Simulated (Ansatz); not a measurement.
Debugging a test of scalar relativity of ClGe (charge +1) (the Python package of Ansatz (0.2.0)).

`x2c.py`
```python
"""ClGe(+) with and without the spin-free two-component Hamiltonian."""

from dataclasses import dataclass
import warnings

import ansatz
from ase import Atoms
import numpy as np


@dataclass
class Options:
    functional: str = "PBE"
    net_charge: int = 1


cfg = Options()


def main() -> None:
    warnings.simplefilter("ignore", ansatz.DeckWarning)

    atoms = Atoms(["Ge", "Cl"], positions=[
        [0.0, 0.0, 0.0],
        [0.0, 0.0, 2.23],
    ])
    mol = ansatz.Crystal.molecule_from_ase(atoms)

    calc = mol.calculation()
    calc = calc.functional(cfg.functional)
    calc = calc.charge(cfg.net_charge)
    calc = calc.forces()
    # a set contracted for a scalar-relativistic Hamiltonian goes with the relativistic run
    sets = {"none": "cc-pVTZ", "scalar": "cc-pVTZ-DK"}
    found = {kind: calc.basis(gaussian=basis).pseudopotentials(relativity=kind).run().report for kind, basis in sets.items()}
    for kind, each in found.items():
        dipole = 4.803205 * np.linalg.norm(each["charge_distribution"]["dipole_moment_e_ang"])
        print(f"{kind:7s} E = {each['free_energy_ev']:.4f} eV  dipole {dipole:.3f} D  largest force component {np.abs(each['forces_ev_ang']).max():.4f} eV/A")
    print(f"relativity lowers the total energy by {found['none']['etot'] - found['scalar']['free_energy_ev']:.3f} eV")


if __name__ == "__main__":
    main()
```

Running `python x2c.py` prints:
```text
none    E = -69021.4130 eV  dipole 2.927 D  largest force component 2.1515 eV/A
scalar  E = -69653.5119 eV  dipole 2.996 D  largest force component 2.1557 eV/A
Traceback (most recent call last):
  File "x2c.py", line 43, in <module>
    main()
    ~~~~^^
  File "x2c.py", line 39, in main
    print(f"relativity lowers the total energy by {found['none']['etot'] - found['scalar']['free_energy_ev']:.3f} eV")
                                                   ~~~~~~~~~~~~~^^^^^^^^
KeyError: 'etot'
```

Find the fault and give the corrected script.

The fault: the report has no such key (the free energy stands under free_energy_ev). Mended:

```diff
--- before
+++ after
@@ -38,3 +38,3 @@
         print(f"{kind:7s} E = {each['free_energy_ev']:.4f} eV  dipole {dipole:.3f} D  largest force component {np.abs(each['forces_ev_ang']).max():.4f} eV/A")
-    print(f"relativity lowers the total energy by {found['none']['etot'] - found['scalar']['free_energy_ev']:.3f} eV")
+    print(f"relativity lowers the total energy by {found['none']['free_energy_ev'] - found['scalar']['free_energy_ev']:.3f} eV")
```

With that change:

```console
$ python x2c.py
none    E = -69021.4130 eV  dipole 2.927 D  largest force component 2.1515 eV/A
scalar  E = -69653.5119 eV  dipole 2.996 D  largest force component 2.1557 eV/A
relativity lowers the total energy by 632.099 eV
```

Notes:
- Total energies depend on the basis set; only differences at equal settings carry meaning.
- The geometry is a force-field or estimated start, not a minimum of this method. The basis set changes with the Hamiltonian (a set recontracted for scalar relativity), and most of the change in the total lies in the cores.
- An ion's dipole depends on the origin; the program takes it about the centre of nuclear charge.
- The spin state was assumed, and another may lie lower.
- Run time: 2.4 s on 1 thread of Arm Neoverse V2 (shared host), peak memory 0.18 GiB.
